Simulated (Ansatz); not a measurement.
The system is CoNiO2.

```
Ni Co O
1.0
     3.01433    0.00000    0.00000
     0.00000    3.01433    0.00000
     0.00000    0.00000    4.22229
Ni Co O
1 1 2
Direct
  0.00000 0.00000 0.00000
  0.50000 0.50000 0.50000
  0.00000 0.00000 0.50000
  0.50000 0.50000 0.00000
```

The cell comes from a database or a generator and needn't be the stable form of this composition.

Base run:

```yaml
Program: Ansatz 0.2.0
Functional: PBEsol
Potentials_or_basis: Ansatz PAW
Cutoff: "420 eV (not typed: the program's choice for these potentials)"
k_mesh: 9 × 9 × 6
Occupations: fermi-dirac, width 0.05 eV
Spin: no spin polarisation
```

Its results: band gap on the k mesh none (metal or under the smearing width); pressure -23.8 GPa.

Question: The run is repeated on the same cell with these changes: spin from no spin polarisation to collinear spin, random start. What comes out?

Answer: Band gap on the k mesh none (metal or under the smearing width); pressure -11.9 GPa; net moment -4.55 μB per cell; site moments Ni -1.34; Co -2.43; O -0.31, -0.29 μB.

Caveats: semilocal functionals often make such compounds metallic where correlation or magnetic order opens a gap, which also shifts bond lengths; the PAW data sets come from PBE, with cores solved anew for the run's functional, which leaves a small shift of forces and pressure; an odd number of electrons without spin polarisation forces a metal (some runs); a magnetic or distorted state may lie lower (some runs); the starting moments weren't kept (some runs).
